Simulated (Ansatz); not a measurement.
**WS2: further runs on the relaxed cell**

One table from this session's results is given with a row withheld; the runs are named, their logs left out.

Program: Ansatz 0.2.0. Level of theory: DFT PBEsol+D3(BJ), scalar-relativistic, plane waves, PAW. These are calculated values, not measurements.

2 further runs of the same task are left out: 2 set aside as unsound or not needed.

## Starting point

Symmetry: P6_3/mmc, No. 194, hexagonal system. The conventional cell has a = 3.115 Å, b = 3.115 Å, c = 11.777 Å, α = 90.00°, β = 90.00°, γ = 120.00°. W (site symmetry -6m2) has 6 S at 2.39 Å as nearest neighbours. S (site symmetry 3m) has 3 W at 2.39 Å as nearest neighbours.

As a file:

```xyz
6
Lattice="3.1146 0.0000 0.0000 -1.5573 2.6973 0.0000 0.0000 0.0000 11.7771" Properties=species:S:1:pos:R:3 pbc="T T T"
W     0.0000    1.7982    8.8312
W     1.5573    0.8991    2.9459
S     0.0000    1.7982    1.3736
S     1.5573    0.8991    7.2590
S     0.0000    1.7982    4.5181
S     1.5573    0.8991   10.4034
```

It goes back to an entry of the Materials Project, which need not be the stable form.

This cell was relaxed beforehand with the same method: volume 16.49 Å³/atom, gap on the mesh 0.66 eV.

Set-up of the first run:

Contents of input.yaml:

```yaml
crystal:
  lattice:
    - [3.0831287327, 0.0, 0.0]
    - [-1.5415643663, 2.6700678056, 0.0]
    - [0.0, 0.0, 11.6581006325]
  atoms:
    - { symbol: W, position: [0.3333333333, 0.6666666667, 0.7498630965] }
    - { symbol: W, position: [0.6666666667, 0.3333333333, 0.2501369035] }
    - { symbol: S, position: [0.3333333333, 0.6666666667, 0.1166360657] }
    - { symbol: S, position: [0.6666666667, 0.3333333333, 0.6163640561] }
    - { symbol: S, position: [0.3333333333, 0.6666666667, 0.3836359439] }
    - { symbol: S, position: [0.6666666667, 0.3333333333, 0.8833639343] }
basis:
  ecutwfc: 420
kpoints:
  mp_grid: { grid: [12, 12, 4] }
hamiltonian:
  xc: pbesol
  dispersion: d3bj
scf:
  occupations: { method: gaussian, width: 0.02 }
output:
  forces: true
  stress: true
  eigenvalues: true
relax:
  adjacent_minimum: "off"
  f_tol: 0.01
  max_steps: 30
  cell: { stress_tol: 0.1, fix: [volume] }
```

Launch:

```
> ansatz run input.yaml --threads 1 --pin off --max-ram 2560MiB --backend cpu --events-out ev --progress --plain --runs-dir out
```

Steps of the session up to this table: Point at V/V0 = 0.97; Point at V/V0 = 1.03; The cell scaled to 0.94 of its volume; The cell scaled to 1.06 of its volume; Volume × 0.91; Volume × 1.10; Volume × 0.88.

One table of the session follows, with a row left open; its other results are not shown here.

It belongs to the step «Equation of state». 

| volume (Å³/atom) | energy above the lowest point (meV/atom) | pressure (GPa) | gap on the mesh (eV) |
| --- | --- | --- | --- |
| 14.511 | 77.7 | 14.98 | 0.08 |
| 15.006 | 39.6 | 9.88 | 0.24 |
| 15.501 | 15.9 | 5.72 | 0.39 |
| 15.995 | 3.5 | 2.45 | 0.53 |
| 16.490 | 0.0 | 0.00 | 0.66 |
| 16.985 | ? | ? | ? |
| 17.479 | 10.4 | -2.92 | 0.92 |
| 18.139 | 24.3 | -3.70 | 1.09 |

**Question.** Estimate the row for volume (Å³/atom) = 16.985.

Worked estimate for «energy above the lowest point (meV/atom)». A straight line through the neighbours (16.490, 0.0) and (17.479, 10.4) gives 0.0 + (10.4 − 0.0) × (16.985 − 16.490) / (17.479 − 16.490) = 5.2; a parabola fitted to 4 rows on both sides gives 3.2.

As computed: energy above the lowest point (meV/atom): 3.0; pressure (GPa): -1.78; gap on the mesh (eV): 0.79. In «energy above the lowest point (meV/atom)» the line misses by +2.2 and the parabola by +0.2.

To keep in mind: Warnings in the runs' records: structure snapped to symmetry.
